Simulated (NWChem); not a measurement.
# CH4ClFOSi (SMILES C[Si](O)(F)Cl) at B3LYP/def2-SVP

Aim: a geometry optimisation of CH4ClFOSi. 

The calculation is run with NWChem 7.3.0.

**1. The molecule**

CH4ClFOSi: 9 atoms, total charge 0, spin state singlet. SMILES: `C[Si](O)(F)Cl`. The coordinates come from a PBE0-D4/def2-TZVP relaxation. This is one conformer, not always the lowest. The run starts from this shape.

Bond lengths: C1–Si2 1.834 Å, Si2–O3 1.623 Å, Si2–F4 1.591 Å, Si2–Cl5 2.049 Å, C1–H6 1.091 Å, C1–H7 1.091 Å, C1–H8 1.092 Å, O3–H9 0.958 Å. Some angles: C1–Si2–O3 109.4°, C1–Si2–F4 110.3°, C1–Si2–Cl5 112.0°, O3–Si2–F4 109.9°, O3–Si2–Cl5 110.0°, F4–Si2–Cl5 105.2°, Si2–C1–H6 110.4°, Si2–C1–H7 110.5°, Si2–C1–H8 110.0°, Si2–O3–H9 119.2°.

**2. A geometry optimisation at B3LYP/def2-SVP**

File run.xyz:

```xyz
9
CH4ClFOSi
C     -1.142400    -0.178600     0.512200
Si     0.561300     0.218400    -0.038000
O      1.048100    -0.886600    -1.122500
F      1.553300     0.230300     1.206200
Cl     0.689400     2.097500    -0.845100
H     -1.833600    -0.141900    -0.331500
H     -1.476300     0.534700     1.267700
H     -1.171800    -1.182300     0.942400
H      1.860700    -0.738000    -1.608600
```

File run.nw:

```
start run
title "CH4ClFOSi"
memory stack 880 mb heap 220 mb global 1100 mb
geometry
load run.xyz
end
basis spherical bse
* library def2-SVP
end
dft
xc b3lyp
grid fine
convergence energy 1e-07
maxiter 100
mulliken
print low
end
driver
maxiter 60
end
freq
temp 2 298.15 500
end
task dft optimize
task dft frequencies
```

Run with:

```sh
$ nwchem run.nw > run.out
```

Q: Predict the results. Wanted: total energy at the end; lowest harmonic wavenumber; highest harmonic wavenumber; zero-point energy; ideal-gas entropy at 298.15 K.

Answer, from the run:

At B3LYP/def2-SVP:

```
                                                 quantity             value
                                  total energy at the end     -965.08116 Eh
                               lowest harmonic wavenumber          122 cm⁻¹
                              highest harmonic wavenumber         3874 cm⁻¹
                                        zero-point energy      146.5 kJ/mol
ideal-gas entropy at 298.15 K (symmetry number 1 as used)  82.8 cal/(mol K)
```

In words: At the final geometry: Bond lengths: C1–Si2 1.847 Å, Si2–O3 1.646 Å, Si2–F4 1.624 Å, Si2–Cl5 2.073 Å, C1–H6 1.101 Å, C1–H7 1.101 Å, C1–H8 1.102 Å, O3–H9 0.965 Å. Some angles: C1–Si2–O3 109.5°, C1–Si2–F4 110.3°, C1–Si2–Cl5 112.0°, O3–Si2–F4 109.4°, O3–Si2–Cl5 110.4°, F4–Si2–Cl5 105.2°, Si2–C1–H6 110.7°, Si2–C1–H7 110.6°, Si2–C1–H8 110.1°, Si2–O3–H9 118.6°. All 21 modes are real, so the shape is a minimum at this level. The optimisation took 14 steps and changed the energy by -0.043 eV.
